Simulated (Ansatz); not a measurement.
# TlBi: the crystal squeezed far

The task here is to estimate one member of a computed series from the others.

Program: Ansatz 0.2.0. Level of theory: DFT PBEsol, with the methods named in each step. These are calculated values, not measurements.

## The starting structure

Symmetry: Pm-3m, No. 221, cubic system. Conventional cell: a = 3.992 Å, b = 3.992 Å, c = 3.992 Å, α = 90.00°, β = 90.00°, γ = 90.00°. Tl (site symmetry m-3m) has 8 Bi at 3.46 Å as nearest neighbours. Bi (site symmetry m-3m) has 8 Tl at 3.46 Å as nearest neighbours.

Coordinates:

```cif
data_structure
_symmetry_space_group_name_H-M 'P 1'
_symmetry_Int_Tables_number 1
_cell_length_a 3.9917
_cell_length_b 3.9917
_cell_length_c 3.9917
_cell_angle_alpha 90.000
_cell_angle_beta 90.000
_cell_angle_gamma 90.000
_cell_volume 63.60
loop_
_atom_site_label
_atom_site_type_symbol
_atom_site_fract_x
_atom_site_fract_y
_atom_site_fract_z
_atom_site_occupancy
Tl1 Tl 0.00000 0.00000 0.00000 1
Bi1 Bi 0.50000 0.50000 0.50000 1
```

Whether this phase is the stable one at these pressures isn't tested.

Atoms are numbered in the order of the input: Tl1, Bi2.

The first run:

Input file input.yaml:

```yaml
crystal:
  lattice:
    - [3.991709, 0.0, 0.0]
    - [0.0, 3.991709, 0.0]
    - [0.0, 0.0, 3.991709]
  atoms:
    - { symbol: Tl, position: [0.0, 0.0, 0.0] }
    - { symbol: Bi, position: [0.5, 0.5, 0.5] }
kpoints:
  mp_grid: { grid: [9, 9, 9] }
  band_path:
    path:
      - [0.0, 0.0, 0.0]
      - [0.0, 0.5, 0.0]
      - [0.5, 0.5, 0.0]
      - [0.0, 0.0, 0.0]
      - [0.5, 0.5, 0.5]
      - [0.0, 0.5, 0.0]
      - [0.5, 0.5, 0.5]
      - [0.5, 0.5, 0.0]
    npoints: 14
scf:
  occupations: { method: fermi_dirac, width: 0.05 }
hamiltonian:
  xc: pbesol
  pseudopotentials: { kind: all_electron, lapw: { basis_error: 0.001 } }
output:
  forces: true
  stress: true
  eigenvalues: true
  populations: true
```

Started as:

```
$ ansatz run input.yaml --threads 1 --pin off --max-ram 2048MiB --backend cpu --events-out ev --progress --plain --runs-dir out
```

Among the steps run: The reference volume, LAPW; Volume scaled by 1, crystal datasets; Volume scaled by 0.75, LAPW; Volume scaled by 0.65, LAPW; Volume scaled by 0.6, LAPW; Volume scaled by 0.6, crystal datasets.

One of the session's tables, all rows but one given; the rest of the session is left out.

| method | volume over the first | volume (Å³/atom) | pressure (GPa) |
| --- | --- | --- | --- |
| LAPW | 1 | 31.801 | -3.01 |
| LAPW | 0.75 | 23.851 | 16.51 |
| LAPW | 0.65 | 20.671 | 40.49 |
| LAPW | 0.6 | 19.081 | 60.99 |
| PAW | 1 | ? | ? |
| PAW | 0.75 | 23.851 | 16.48 |
| PAW | 0.65 | 20.671 | 40.46 |
| PAW | 0.6 | 19.081 | 60.97 |
| crystal datasets | 1 | 31.801 | -3.01 |
| crystal datasets | 0.6 | 19.081 | 61.00 |

**Question.** Estimate the row for PAW, 1.

**Answer.** volume (Å³/atom): 31.801; pressure (GPa): -3.02.

Caveats from the session: Rows by PAW come from runs of the same series that aren't printed here. A fit over so wide a range leans to the high pressures, so B₀ can be off by several per cent. Spin-orbit coupling is left out, though the cell holds Bi; in elements this heavy it can shift bands and gaps by tenths of an eV. Warnings in the runs' records: gradients without spin orbit, crystal datasets made.
